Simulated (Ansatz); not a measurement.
**CH₅AlClNO: one species, many methods**

An exercise on one series of results from a longer session: the logs are not shown, and one member is left open.

The runs use Ansatz 0.2.0, Gaussian basis; functionals in def2-TZVPP, the program's frozen cores in correlated methods.

The runs, in order: LDA (SPW92), PBE-D4, revPBE-D4, BLYP-D4, r2SCAN-D4, B97M-V, PBE0-D4, B3LYP-D4, r2SCANh-D4, r2SCAN0-D4, HSE06-D4, BHLYP-D4, CAM-B3LYP-D4, LC-ωPBE, ωB97X-V, ωB97M-V, B2PLYP, PBE-QIDH; CCSD(T)/def2-SVP; CCSD(T)/def2-TZVPP; MP2/def2-QZVPP; extrapolation to the limit; RPA on PBE.

**The relaxed structure**

An earlier PBE0-D4 in a triple-zeta def2 set relaxation fixed the geometry.

SMILES `C[O][Al]([NH2])[Cl]`, 10 atoms, charge 0, spin multiplicity 1.

Atoms are counted from 1 here; the program's logs count them from 0.

Bond lengths: C1–O2 1.398 Å, C1–H6 1.095 Å, C1–H7 1.095 Å, C1–H8 1.096 Å, O2–Al3 1.674 Å, Al3–N4 1.750 Å, Al3–Cl5 2.095 Å, N4–H9 1.006 Å, N4–H10 1.006 Å. Angles: O2–C1–H6 110.0°, O2–C1–H7 110.0°, O2–C1–H8 112.4°, H6–C1–H7 108.0°, H6–C1–H8 108.1°, H7–C1–H8 108.2°, C1–O2–Al3 135.8°, O2–Al3–N4 120.2°, O2–Al3–Cl5 120.1°, N4–Al3–Cl5 119.7°, Al3–N4–H9 124.3°, Al3–N4–H10 124.6°, H9–N4–H10 111.1°.

As a file:

```
C    -0.78732    0.42686    1.76487
O    -0.20912   -0.27390    0.70218
Al    0.31632    0.10524   -0.84151
N     1.00219   -1.13651   -1.86659
Cl    0.15582    2.06853   -1.55465
H    -1.76834    0.00349    2.00342
H    -0.15688    0.34212    2.65583
H    -0.92034    1.49160    1.54049
H     1.33659   -0.97864   -2.80187
H     1.11407   -2.09988   -1.59907
```

The first run:

in.yaml

```yaml
crystal:
  periodic: [false, false, false]
  atoms:
    - {symbol: C, position_ang: [-0.787316, 0.426856, 1.764872]}
    - {symbol: O, position_ang: [-0.209122, -0.273904, 0.702183]}
    - {symbol: Al, position_ang: [0.316317, 0.105243, -0.841511]}
    - {symbol: N, position_ang: [1.002195, -1.136510, -1.866588]}
    - {symbol: Cl, position_ang: [0.155822, 2.068525, -1.554654]}
    - {symbol: H, position_ang: [-1.768338, 0.003487, 2.003417]}
    - {symbol: H, position_ang: [-0.156877, 0.342119, 2.655834]}
    - {symbol: H, position_ang: [-0.920342, 1.491599, 1.540487]}
    - {symbol: H, position_ang: [1.336589, -0.978638, -2.801873]}
    - {symbol: H, position_ang: [1.114071, -2.099877, -1.599066]}
basis:
  gaussian: {orbitals: def2-TZVPP}
hamiltonian: {xc: lda}
output: {orbitals: {seedname: orbitals}}
```

On the command line:

```
$ ansatz run in.yaml --threads 4 --pin off --events-out ev --progress --plain --max-ram 10444MiB
```

Among the steps run: LDA; PBE-D4 (GGA); revPBE-D4 (GGA); BLYP-D4 (GGA); r2SCAN-D4 (meta-GGA); B97M-V (meta-GGA); PBE0-D4 (hybrid); B3LYP-D4 (hybrid); r2SCANh-D4 (hybrid); r2SCAN0-D4 (hybrid); HSE06-D4 (hybrid); BHLYP-D4 (hybrid); CAM-B3LYP-D4 (range-separated); LC-ωPBE (range-separated); ωB97X-V (range-separated); ωB97M-V (range-separated); B2PLYP (double hybrid); PBE-QIDH (double hybrid).

One of the session's tables, all rows but one given; the rest of the session is left out.

It belongs to the step «Frontier levels by functional». 

```
  functional  HOMO (eV)  gap (eV)
 LDA (SPW92)      -6.33      5.00
      PBE-D4      -6.15      5.06
   revPBE-D4      -6.09      5.12
     BLYP-D4      -6.02      4.98
   r2SCAN-D4      -6.46      5.86
      B97M-V      -6.51      5.61
     PBE0-D4      -7.60      7.35
    B3LYP-D4      -7.34      6.80
  r2SCANh-D4      -7.00      6.66
  r2SCAN0-D4      -7.82      7.86
    HSE06-D4      -7.19      6.58
    BHLYP-D4      -8.94      9.43
CAM-B3LYP-D4      -9.05      9.68
     LC-ωPBE          ?         ?
     ωB97X-V     -10.10     11.78
     ωB97M-V      -9.99     11.32
```

Estimate the missing values for LC-ωPBE.

The run gave: HOMO (eV): -10.50; gap (eV): 12.42. In the column «HOMO (eV)» it is the lowest.
